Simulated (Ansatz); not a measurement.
# The Ba-Sr system: small convex hull from a Python script

Aim: a small convex hull, for the Ba-Sr system, run from a script.

The COD entry's cell or inner coordinates are ideal or old and differ from later refinements, so a difference from it is no clean test against experiment.

All numbers are computed with Ansatz 0.2.0 through its Python package. Level of theory: DFT LDA, plane waves, PAW.

## (1) Starting point

BaSr Cmmm: Symmetry: Cmmm, No. 65, orthorhombic system. The conventional cell has a = 5.017 Å, b = 6.931 Å, c = 6.921 Å, α = 90.00°, β = 90.00°, γ = 90.00°. Ba (site symmetry mmm) has 4 Sr at 4.27 Å and 4 Ba at 4.28 Å as nearest neighbours. Sr (site symmetry mmm) has 4 Ba at 4.27 Å and 4 Sr at 4.28 Å as nearest neighbours.

BaSr3 Fm-3m: The structure is cubic, space group Fm-3m (No. 225). The conventional cell has a = 9.750 Å, b = 9.750 Å, c = 9.750 Å, α = 90.00°, β = 90.00°, γ = 90.00°. Ba (site symmetry m-3m) is surrounded by 8 Sr at 4.22 Å. Sr (site symmetry -43m) is surrounded by 4 Ba at 4.22 Å and 4 Sr at 4.22 Å. Sr (site symmetry m-3m) is surrounded by 8 Sr at 4.22 Å.

Ba3Sr Fm-3m: It takes space group Fm-3m (No. 225, cubic). Conventional cell: a = 10.026 Å, b = 10.026 Å, c = 10.026 Å, α = 90.00°, β = 90.00°, γ = 90.00°. Ba (site symmetry -43m) has 4 Ba at 4.34 Å and 4 Sr at 4.34 Å as nearest neighbours. Around Ba (site symmetry m-3m) lie 8 Ba at 4.34 Å. Around Sr (site symmetry m-3m) lie 8 Ba at 4.34 Å.

Ba Im-3m: It takes space group Im-3m (No. 229, cubic). Conventional cell: a = 5.013 Å, b = 5.013 Å, c = 5.013 Å, α = 90.00°, β = 90.00°, γ = 90.00°. Ba (site symmetry m-3m) has 8 Ba at 4.34 Å as nearest neighbours.

Sr Fm-3m: Symmetry: Fm-3m, No. 225, cubic system. Conventional cell: a = 6.085 Å, b = 6.085 Å, c = 6.085 Å, α = 90.00°, β = 90.00°, γ = 90.00°. Sr (site symmetry m-3m) is surrounded by 12 Sr at 4.30 Å.

No structure file is read: the coordinates are typed or built in the script.

## (2) The script

hull_basr.py reads:

```python
# -*- coding: utf-8 -*-
"""Convex hull of a few Ba-Sr phases, after relaxing cells and atoms."""

from collections import Counter
import warnings

import ansatz as az
import numpy as np

XC = "lda"
K_SPACING = 0.27
SMEARING = "fermi_dirac"
SIGMA = 0.1

PHASES = {
    "BaSr Cmmm": (
        [[2.5086, -3.46572, 0.0], [2.5086, 3.46572, 0.0], [0.0, 0.0, 6.92083]],
        [
            ("Ba", [0.0, 0.0, 0.0]),
            ("Sr", [0.5, 0.5, 0.5]),
        ],
    ),
    "BaSr3 Fm-3m": (
        [[0.0, 4.87503, 4.87503], [4.87503, 0.0, 4.87503], [4.87503, 4.87503, 0.0]],
        [
            ("Ba", [0.0, 0.0, 0.0]),
            ("Sr", [0.25, 0.25, 0.25]),
            ("Sr", [0.75, 0.75, 0.75]),
            ("Sr", [0.5, 0.5, 0.5]),
        ],
    ),
    "Ba3Sr Fm-3m": (
        [[0.0, 5.01282, 5.01282], [5.01282, 0.0, 5.01282], [5.01282, 5.01282, 0.0]],
        [
            ("Ba", [0.25, 0.25, 0.25]),
            ("Ba", [0.75, 0.75, 0.75]),
            ("Ba", [0.5, 0.5, 0.5]),
            ("Sr", [0.0, 0.0, 0.0]),
        ],
    ),
    "Ba": (
        [[-2.5065, 2.5065, 2.5065], [2.5065, -2.5065, 2.5065], [2.5065, 2.5065, -2.5065]],
        [
            ("Ba", [0.0, 0.0, 0.0]),
        ],
    ),
    "Sr": (
        [[0.0, 3.04235, 3.04235], [3.04235, 0.0, 3.04235], [3.04235, 3.04235, 0.0]],
        [
            ("Sr", [0.0, 0.0, 0.0]),
        ],
    ),
}


def build(vectors, sites):
    crystal = az.Crystal(lattice=az.Lattice.of(vectors))
    for symbol, position in sites:
        crystal = crystal.atom(symbol, position)
    return crystal


def run_phase(name, crystal):
    calc = (
        crystal.calculation()
        .functional(XC)
        .basis(35 * az.Ry)
        .kpoints(spacing=K_SPACING)
        .occupations(SMEARING, width=SIGMA)
    )
    calc = calc.relax(force_tolerance=0.01, max_steps=40, cell=True)
    return calc.run(threads=1, pin="off")


def counts(outcome):
    return Counter(site.symbol for site in outcome.lattice.sites)

def formation_energy(outcome, mu):
    n = counts(outcome)
    return (outcome.report["energy_sigma0_ev"] - sum(k * mu[element] for element, k in n.items())) / sum(n.values())

warnings.simplefilter("ignore", az.DeckWarning)

phases = {name: build(*cell) for name, cell in PHASES.items()}

done = {}
for name, crystal in phases.items():
    done[name] = run_phase(name, crystal)
    print(f"{name}: {done[name].report['energy_sigma0_ev']:.4f} eV, {len(done[name].lattice.sites)} atoms")

# chemical potentials of the elements at zero temperature
references = {"Ba": "Ba", "Sr": "Sr"}
mu = {element: done[name].report["energy_sigma0_ev"] / len(done[name].lattice.sites) for element, name in references.items()}
points = sorted((counts(o)["Sr"] / len(o.lattice.sites), formation_energy(o, mu), name) for name, o in done.items())

# walk in x and drop points that lie above the chord
hull = []
for x, e, _ in points:
    while len(hull) > 1 and (hull[-1][0] - hull[-2][0]) * (e - hull[-2][1]) - (hull[-1][1] - hull[-2][1]) * (x - hull[-2][0]) <= 0:
        hull.pop()
    hull.append((x, e))
rows = [(name, x, e, e - np.interp(x, *zip(*hull))) for x, e, name in points]
print("     phase       x(Sr)  E_form (eV/atom)  above hull (eV/atom)")
for row in rows:
    print(f"{str(row[0]):>10}  {row[1]:10.3f}  {row[2]:16.4f}  {row[3]:20.4f}")
print("on the hull of these phases:", ", ".join(row[0] for row in rows if row[3] < 1e-6))
```

## (3) The calls as engine input

The package turns the script's settings into the engine's input (first run):

```yaml
crystal:
  lattice:
    - [2.5086, -3.46572, 0.0]
    - [2.5086, 3.46572, 0.0]
    - [0.0, 0.0, 6.92083]
  atoms:
    - { symbol: Ba, position: [0.0, 0.0, 0.0] }
    - { symbol: Sr, position: [0.5, 0.5, 0.5] }
basis:
  ecutwfc: 476.19925930478996
kpoints:
  mp_grid:
    kspacing: 0.27
hamiltonian:
  xc: lda
scf:
  occupations:
    method: fermi_dirac
    width: 0.1
relax:
  f_tol: 0.01
  max_steps: 40
  cell: {}
```

## (4) Launch

Run with:

```console
$ python hull_basr.py
```

Q: Predict the main results. Wanted: on the hull of these phases; energy of BaSr; energy of BaSr3; energy of Ba3Sr.

The runs gave:

```
                                 quantity              value
              on the hull of these phases  Ba, BaSr Cmmm, Sr
                            runs compared                  5
 energy of BaSr (run 1) from the elements        -6 meV/atom
energy of BaSr3 (run 2) from the elements         3 meV/atom
energy of Ba3Sr (run 3) from the elements         2 meV/atom
```

**Reading.** Among these few phases the hull runs through Ba, BaSr Cmmm, Sr; other phases, not tried, may lie lower. BaSr lies 6 meV/atom below its elements, the most of the cells tried. In run 4, over 3 moves the cell shrank by 13.8 % in volume, and the space group stayed Im-3m. In run 5, over 3 moves the cell shrank by 13.2 % in volume, and the space group stayed Fm-3m. Caveats:
- For the metals among these cells the mesh is coarse, so their volumes and pressures are rough.
- These metals are very soft, so angles and axial ratios aren't settled by this mesh and stress tolerance.
- Differences under about 40 meV an atom lie within the error of mesh and functional, so such verdicts may flip; only the cells listed enter the hull. Whether this is the phase that is stable at ambient conditions was not tested.
